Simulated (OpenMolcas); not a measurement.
# Pt²⁺ with 2 ligands (chloride): CASSCF and CASPT2 levels and susceptibility

Aim: the ligand-field states of Pt²⁺ in this surrounding, its lowest levels with spin-orbit coupling and its magnetic susceptibility.

The numbers are computed with OpenMolcas 26.06 (state-averaged CASSCF and CASPT2, spin-orbit coupling by RASSI with atomic mean-field integrals), except any that are marked as measured or tabulated.

**1. The system**

- Species: Pt²⁺ (platinum, Z = 78, 76 electrons)
- Basis: ANO-RCC-VTZP [8s7p5d3f1g], 120 functions with the ligands
- Scalar Hamiltonian: DKH2, point nucleus
- Inactive shells: 1s 2s 2p 3s 3p 3d 4s 4p 4d 4f 5s 5p of the metal, and all ligand shells
- Active space: 8 electrons in 5 orbitals (5d)
- Some configurations of this space: 5d8
- Orbitals: optimised for each spin and parity, averaged over all roots

Outer shells as boxes (Hund's rule):

5d8
```
5d [↑↓][↑↓][↑↓][↑ ][↑ ]
```

Pt²⁺ is taken with 2 ligands (chloride) in linear coordination (D∞h) at 2.3 Å. Ligand basis ANO-RCC-VDZP. The distances are assumed, not relaxed.

```xyz
3

Pt    0.0000    0.0000    0.0000
Cl    0.0000    0.0000    2.3000
Cl    0.0000    0.0000   -2.3000
```

The work runs as a chain of OpenMolcas steps in one folder; each step below is one input file. Labels, J, g values, rates, χT and fits are worked out afterwards by a script from the matrices that RASSI stores.

**2. One- and two-electron integrals**

The input, a.inp:

```
&GATEWAY
Coord
3

Pt 0.0 0.0 0.0
Cl 0.000000 0.000000 2.300000
Cl 0.000000 0.000000 -2.300000
Basis=Pt.ANO-RCC-VTZP,Cl.ANO-RCC-VDZP
Group=XYZ
NoMove
AngMom=0.0 0.0 0.0
AMFI
RICD
&SEWARD
```

Launch:

```
$ OMP_NUM_THREADS=1 MOLCAS_MEM=2457 MOLCAS_PROJECT=a pymolcas a.inp > a.log
```

The log of the run:

```text
Basis set label: PT.ANO-RCC...8S7P5D3F1G.

      Electronic valence basis set:
      ------------------
      Associated Effective Charge  78.000000 au
      Associated Actual Charge     78.000000 au
      Nuclear Model: Point charge

      Shell  nPrim  nBasis  Cartesian Spherical Contaminant
         s      24       8        X
         p      21       7        X
         d      15       5                 X
         f      11       3                 X
         g       4       1                 X
                  Relativistic Douglas-Kroll-Hess integrals:
                    - DKH order of Hamiltonian: 2
                    - DKH order of Properties : 0
                  Atomic mean-field integrals
```

**3. CASSCF: triplets of even parity, 10 roots**

The input, a.inp:

```
&RASSCF
FileOrb=start.orb
Symmetry=1
Spin=3
nActEl=8 0 0
Inactive=24 28
Ras2=5 0
CIRoot=10 10 1
SDav=10
CIMx=300
Iter=150 100
PrWF=0.3
OrbListing=Nothing
MaxOrb=0
LevShft=1.0
>>> COPY $Project.JobIph JOB001
```

Launch:

```
$ OMP_NUM_THREADS=1 MOLCAS_MEM=2457 MOLCAS_PROJECT=a pymolcas a.inp > a.log
```

start.orb holds start orbitals that the driver prepared beforehand, or those of the step before.

The log of the run, shortened:

```text
[...]
      Number of active orbitals                  5
[...]
      Spin quantum number                      1.0
[...]
      Active orbitals                            5   0
[...]
      Number of CSFs                            10
      Number of root(s) required                10
[...]
      Convergence after 19 iterations
[...]
      Natural orbitals and occupation numbers for root  1
      sym 1:   2.000000   1.836858   1.836858   1.163142   1.163142
      Natural orbitals and occupation numbers for root  2
      sym 1:   2.000000   1.836858   1.163142   1.163142   1.836858
      Natural orbitals and occupation numbers for root  3
      sym 1:   1.923031   1.076969   1.923031   1.076969   2.000000
::    RASSCF root number  1 Total energy: -19317.87761381
::    RASSCF root number  2 Total energy: -19317.87761381
::    RASSCF root number  3 Total energy: -19317.87674231
[...]
::    RASSCF root number  7 Total energy: -19317.86738690
::    RASSCF root number  8 Total energy: -19317.83146672
::    RASSCF root number  9 Total energy: -19317.83146672
::    RASSCF root number 10 Total energy: -19317.79846898
```

**4. CASSCF: singlets of even parity, 15 roots**

The input, a.inp:

```
&RASSCF
FileOrb=start.orb
Symmetry=1
Spin=1
nActEl=8 0 0
Inactive=24 28
Ras2=5 0
CIRoot=15 15 1
SDav=15
CIMx=300
Iter=150 100
PrWF=0.3
OrbListing=Nothing
MaxOrb=0
LevShft=1.0
>>> COPY $Project.JobIph JOB002
```

The log of the run, shortened:

```text
[...]
      Number of active orbitals                  5
[...]
      Spin quantum number                      0.0
[...]
      Active orbitals                            5   0
[...]
      Number of CSFs                            15
      Number of root(s) required                15
[...]
      Convergence after 13 iterations
[...]
      Natural orbitals and occupation numbers for root  1
      sym 1:   1.808818   0.399546   1.808818   1.991409   1.991409
      Natural orbitals and occupation numbers for root  2
      sym 1:   1.860507   1.860507   2.000000   1.139493   1.139493
      Natural orbitals and occupation numbers for root  3
      sym 1:   1.860507   1.139493   2.000000   1.860507   1.139493
::    RASSCF root number  1 Total energy: -19317.86111539
::    RASSCF root number  2 Total energy: -19317.85500162
::    RASSCF root number  3 Total energy: -19317.85500162
[...]
::    RASSCF root number 12 Total energy: -19317.79503142
::    RASSCF root number 13 Total energy: -19317.77183715
::    RASSCF root number 14 Total energy: -19317.77183715
::    RASSCF root number 15 Total energy: -19317.69108106
```

**5. State interaction with spin-orbit coupling**

The input, a.inp:

```
&RASSI
NrOfJobIphs=2 10 15
1 2 3 4 5 6 7 8 9 10
1 2 3 4 5 6 7 8 9 10 11 12 13 14 15
IphNames
JOB001
JOB002
EJob
SpinOrbit
DIPRint=1.0
SOCoupling=1000.0
Subsets=2
Property=9
'ANGMOM' 1 'ANGMOM' 2 'ANGMOM' 3 'MLTPL  1' 1 'MLTPL  1' 2 'MLTPL  1' 3
'AMFI' 1 'AMFI' 2 'AMFI' 3
SOProperty=3
'ANGMOM' 1 'ANGMOM' 2 'ANGMOM' 3
```

The log of the run:

```text
SPIN-FREE ENERGIES:
  (Shifted by EMIN (a.u.) =     -19317.8776138076)

 SF State       Relative EMIN(au)   Rel lowest level(eV)    D:o, cm**(-1)      Abs_M

     1             0.0000000000        0.0000000000              0.0000         1.0
     2             0.0000000000        0.0000000000              0.0000         1.0
     3             0.0008715015        0.0237147651            191.2725         0.0
     4             0.0060910496        0.1657459046           1336.8309         2.0
     5             0.0060910496        0.1657459046           1336.8309         2.0
     6             0.0102269084        0.2782883544           2244.5469         3.0
     7             0.0102269084        0.2782883544           2244.5469         3.0
    11             0.0164984150        0.4489447425           3620.9835         0.0
    12             0.0226121908        0.6153090577           4962.8022         1.0
    13             0.0226121908        0.6153090577           4962.8022         1.0
     8             0.0461470848        1.2557261478          10128.1144         1.0
     9             0.0461470848        1.2557261478          10128.1144         1.0
    14             0.0521363850        1.4187033091          11442.6139         2.0
    15             0.0521363850        1.4187033091          11442.6139         2.0
    16             0.0689071460        1.8750589643          15123.3705         0.0
    17             0.0720065687        1.9593985531          15803.6151         1.0
    18             0.0720065687        1.9593985531          15803.6151         1.0
    19             0.0780403185        2.1235852497          17127.8701         3.0
    20             0.0780403185        2.1235852497          17127.8701         3.0
    10             0.0791448292        2.1536405173          17370.2822         0.0
    21             0.0825823915        2.2471813533          18124.7399         2.0
    22             0.0825823915        2.2471813533          18124.7399         2.0
    23             0.1057766533        2.8783293686          23215.2920         4.0
    24             0.1057766533        2.8783293686          23215.2920         4.0
    25             0.1865327521        5.0758147647          40939.2070         0.0
     Dipole printing threshold changed to   1.00000000E+00
Eigenvalues of complex Hamiltonian:
   -----------------------------------
  (Shifted by EMIN (a.u.) =     -19317.8776138076)

 SO State       Relative EMIN(au)   Rel lowest level(eV)    D:o, cm**(-1)      Omega

     1            -0.0298652287        0.0000000000              0.0000         0.0
     2            -0.0295668282        0.0081198929             65.4914         1.0
     3            -0.0295668282        0.0081198927             65.4914         1.0
     4            -0.0272660540        0.0707271488            570.4529         2.0
     5            -0.0272660539        0.0707271489            570.4529         2.0
     6            -0.0230813390        0.1845990432           1488.8917         3.0
     7            -0.0230813390        0.1845990432           1488.8917         3.0
     8            -0.0221844925        0.2090034801           1685.7268         4.0
     9            -0.0221844925        0.2090034801           1685.7268         4.0
    10            -0.0058064171        0.6546736160           5280.2988         0.0
    11             0.0002673024        0.8199479442           6613.3262         1.0
    12             0.0002673024        0.8199479435           6613.3262         1.0
    13             0.0081289560        1.0338744366           8338.7597         2.0
    14             0.0081289560        1.0338744367           8338.7597         2.0
    15             0.0098204379        1.0799020033           8709.9971         0.0
    16             0.0120109842        1.1395098033           9190.7664         1.0
    17             0.0120109842        1.1395098036           9190.7664         1.0
    18             0.0165035252        1.2617580716          10176.7652         3.0
    19             0.0165035252        1.2617580716          10176.7652         3.0
    20             0.0204072473        1.3679837623          11033.5331         2.0
    21             0.0204072473        1.3679837625          11033.5331         2.0
    22             0.0369121582        1.8171052687          14655.9424         1.0
    23             0.0369121582        1.8171052686          14655.9424         1.0
    24             0.0407280147        1.9209400124          15493.4261         2.0
    25             0.0407280147        1.9209400126          15493.4261         2.0
    26             0.0448877331        2.0341317161          16406.3787         0.0
    27             0.0485728601        2.1344091327          17215.1706         0.0
    28             0.0535045529        2.2686073289          18297.5521         1.0
    29             0.0535045528        2.2686073273          18297.5521         1.0
    30             0.0562103279        2.3422352188          18891.4011         0.0
    31             0.0642576032        2.5612127352          20657.5738         2.0
    32             0.0642576032        2.5612127351          20657.5738         2.0
    33             0.0685653478        2.6784324355          21603.0145         0.0
    34             0.0794329656        2.9741553814          23988.1809         1.0
    35             0.0794329656        2.9741553817          23988.1809         1.0
    36             0.0810524093        3.0182226909          24343.6077         3.0
    37             0.0810524093        3.0182226909          24343.6077         3.0
    38             0.0878366900        3.2028323713          25832.5852         0.0
    39             0.0941957707        3.3758717724          27228.2421         1.0
    40             0.0941957707        3.3758717733          27228.2421         1.0
    41             0.1005268837        3.5481501335          28617.7608         2.0
Weights of the five most important spin-orbit-free states for each spin-orbit state.

 SO State  Total energy (au)           Spin-free states, spin, and weights
 -------------------------------------------------------------------------------------------------------
    1        -0.029865       3 1.0  0.4677    1 1.0  0.2219    2 1.0  0.2219   11 0.0  0.0681   16 0.0  0.0171
    2        -0.029567       3 1.0  0.3638    2 1.0  0.2915    1 1.0  0.1643   12 0.0  0.0685    5 1.0  0.0498
    3        -0.029567       3 1.0  0.3638    1 1.0  0.2915    2 1.0  0.1643   13 0.0  0.0685    5 1.0  0.0498
    4        -0.027266       2 1.0  0.3087    1 1.0  0.3087    5 1.0  0.3016   14 0.0  0.0313    4 1.0  0.0136
    5        -0.027266       1 1.0  0.3087    2 1.0  0.3087    4 1.0  0.3016   15 0.0  0.0313    5 1.0  0.0136
    6        -0.023081       4 1.0  0.3955    5 1.0  0.3955    7 1.0  0.0926    6 1.0  0.0893   20 0.0  0.0138
    7        -0.023081       4 1.0  0.3955    5 1.0  0.3955    6 1.0  0.0926    7 1.0  0.0893   19 0.0  0.0138
    8        -0.022184       7 1.0  0.4888    6 1.0  0.4888   24 0.0  0.0112   23 0.0  0.0112    5 1.0  0.0000
    9        -0.022184       7 1.0  0.4888    6 1.0  0.4888   23 0.0  0.0112   24 0.0  0.0112    5 1.0  0.0000
   10        -0.005806      11 0.0  0.5256    3 1.0  0.2351   16 0.0  0.0458    1 1.0  0.0392    2 1.0  0.0392
   11         0.000267      13 0.0  0.4982    9 1.0  0.1290    1 1.0  0.1161    2 1.0  0.0848   17 0.0  0.0486
   12         0.000267      12 0.0  0.4982    8 1.0  0.1290    2 1.0  0.1161    1 1.0  0.0848   18 0.0  0.0486
```

Time for these steps: 19 s (1 thread of Arm Neoverse V1, shared host).

Spin-free states, with their symmetry labels:

```tsv
state	degeneracy	E (cm-1)
3Pi	2	0
3Sigma	1	191
3Delta	2	1337
3Phi	2	2245
1Sigma	1	3621
1Pi	2	4963
3Pi	2	10128
1Delta	2	11443
1Sigma	1	15123
1Pi	2	15804
1Phi	2	17128
3Sigma	1	17370
1Delta	2	18125
1Gamma	2	23215
1Sigma	1	40939
```

With spin-orbit coupling:

```csv
E (cm-1),Degeneracy,2S+1,g
0.0,1,3,
65.5,2,3,0.00 0.00 2.53
570.5,2,3,0.00 0.00 5.19
1489,2,3,0.00 0.00 7.59
1686,2,3,0.00 0.00 9.96
5280,1,1,
6613,2,1,0.00 0.00 2.09
8339,2,3,0.00 0.00 4.75
8710,1,3,
9191,2,3,0.00 0.00 2.34
10177,2,3,0.00 0.00 6.39
11034,2,3,0.00 0.00 3.79
14656,2,3,0.00 0.00 1.45
15493,2,3,0.00 0.00 4.56
16406,1,3,
17215,1,3,
18298,2,1,0.00 0.00 1.82
18891,1,3,
20658,2,1,0.00 0.00 3.75
21603,1,3,
23988,2,3,0.00 0.00 3.19
24344,2,1,0.00 0.00 6.03
25833,1,1,
27228,2,1,0.00 0.00 2.59
```

Principal g values are given for doublets only; a zero marks a field direction without first-order Zeeman splitting.

Powder χT (cm³ K/mol): 0.11 at 2 K, 0.29 at 5 K, 0.57 at 10 K, 1.12 at 20 K, 1.94 at 50 K, 2.19 at 100 K, 2.29 at 150 K, 2.37 at 200 K, 2.43 at 250 K, 2.48 at 300 K.

The orbitals of the open shell are 67 to 100 % metal; the Mulliken charge of the metal is +0.76 e.

**6. CASPT2: IPEA 0.25, imaginary shift 0.1 (closed shells correlated: 5s 5p of the metal, with ligand shells; the Frozen line counts the rest)**

The input, a.inp:

```
>>> COPY JOB001 $Project.JobIph
&CASPT2
Multistate=10 1 2 3 4 5 6 7 8 9 10
NoMult
Frozen=19 21
IPEA=0.25
Imaginary=0.1
MaxIter=60
WThr=0.0 0.3 0.05
PrWF=0.5
NoMix
>>> COPY JOB002 $Project.JobIph
&CASPT2
Multistate=15 1 2 3 4 5 6 7 8 9 10 11 12 13 14 15
NoMult
Frozen=19 21
IPEA=0.25
Imaginary=0.1
MaxIter=60
WThr=0.0 0.3 0.05
PrWF=0.5
NoMix
```

Launch:

```
$ OMP_NUM_THREADS=1 MOLCAS_MEM=2457 MOLCAS_PROJECT=a pymolcas a.inp > a.log
```

The log of the run, shortened:

```text
[...]
      Active orbitals                            5   0
[...]
      E2 (Variational):          -0.8533493269
      Total energy:          -19318.7309631345
[...]
::    CASPT2 Root  1     Total energy: -19318.73096313
::    CASPT2 Root  2     Total energy: -19318.73096317
[...]
::    CASPT2 Root 12     Total energy: -19318.64212262
::    CASPT2 Root 13     Total energy: -19318.62120842
::    CASPT2 Root 14     Total energy: -19318.62118123
::    CASPT2 Root 15     Total energy: -19318.57761984
```

Time for this run: 30 s (1 thread of Arm Neoverse V1, shared host).

SS-CASPT2: lowest energy less the reference's lowest, -0.8667 hartree; reference weights 0.759 to 0.801.

States without spin-orbit coupling:

```tsv
state	degeneracy	E (cm-1)
3Sigma	1	0
3Pi	2	2925
1Pi	2	4498
1Delta	2	4847
3Phi	2	5584
1Sigma	1	8451
1Sigma	1	8600
3Delta	2	8931
3Pi	2	10132
1Pi	2	13860
1Phi	2	15239
3Sigma	1	20638
1Delta	2	22426
1Gamma	2	27017
1Sigma	1	36580
```

With spin-orbit coupling:

| E (cm-1) | Degeneracy | 2S+1 | g |
| --- | --- | --- | --- |
| 0 | 1 | 3 |  |
| 690 | 2 | 3 | 0.00 0.00 3.00 |
| 2650 | 2 | 3 | 0.00 0.00 5.19 |
| 4200 | 2 | 3 | 0.00 0.00 9.96 |
| 6210 | 2 | 1 | 0.00 0.00 2.06 |
| 6670 | 2 | 3 | 0.00 0.00 7.10 |
| 6900 | 1 | 1 |  |
| 8890 | 2 | 3 | 0.00 0.00 4.72 |
| 10570 | 2 | 3 | 0.00 0.00 2.57 |
| 10800 | 1 | 3 |  |
| 12920 | 2 | 3 | 0.00 0.00 4.51 |
| 13910 | 2 | 3 | 0.00 0.00 6.81 |
| 14940 | 1 | 1 |  |
| 15530 | 2 | 3 | 0.00 0.00 1.96 |
| 15620 | 2 | 3 | 0.00 0.00 4.67 |
| 17310 | 1 | 3 |  |
| 18060 | 1 | 3 |  |
| 19440 | 2 | 3 | 0.00 0.00 2.98 |
| 19510 | 2 | 3 | 0.00 0.00 1.06 |
| 19580 | 1 | 3 |  |
| 21960 | 2 | 1 | 0.00 0.00 6.09 |
| 24920 | 2 | 3 | 0.00 0.00 1.91 |
| 25900 | 1 | 3 |  |
| 27960 | 2 | 3 | 0.00 0.00 3.44 |

Powder χT (cm³ K/mol): 0.01 at 2 K, 0.03 at 5 K, 0.05 at 10 K, 0.11 at 20 K, 0.27 at 50 K, 0.53 at 100 K, 0.80 at 150 K, 1.05 at 200 K, 1.27 at 250 K, 1.46 at 300 K.

**7. The methods side by side**

A. CASSCF
B. SS-CASPT2, IPEA 0.25, imaginary shift 0.1 (closed shells correlated: 5s 5p of the metal, with ligand shells; the Frozen line counts the rest)

```tsv
method	ground state	first state of that spin (cm-1)	first gap with spin-orbit (cm-1)	χT at 300 K
A	3Pi	3Sigma 191.3	65.5	2.48
B	3Sigma	3Pi 2925	685.1	1.46
```

**8. Summary of results**

| quantity | value |
| --- | --- |
| method | SS-CASPT2, IPEA 0.25, imaginary shift 0.1 (closed shells correlated: 5s 5p of the metal, with ligand shells; the Frozen line counts the rest) |
| spin-free ground state | 3Sigma, 1-fold in its orbital part |
| first state of the same spin within the active space | 3Pi at 2930 cm⁻¹ |
| lowest level | 1-fold |
| next level | 685.1 cm⁻¹ |
| χT at 300 K | 1.46 cm³ K/mol |
| effective moment at 300 K | 3.42 μB |

Cost by method:

```tsv
method	time of its own steps	time with the reference
A. CASSCF	19 s	19 s
B. SS-CASPT2, IPEA 0.25, imaginary shift 0.1, +5s 5p	30 s	49 s
```

Times are of one thread on a shared host.

In words: The spin-free ground state (3Sigma) is 1-fold and keeps the highest spin of the shell. χT at 300 K is 1.46, against 1.00 cm³ K/mol for the spin alone, so orbital moment adds to it.
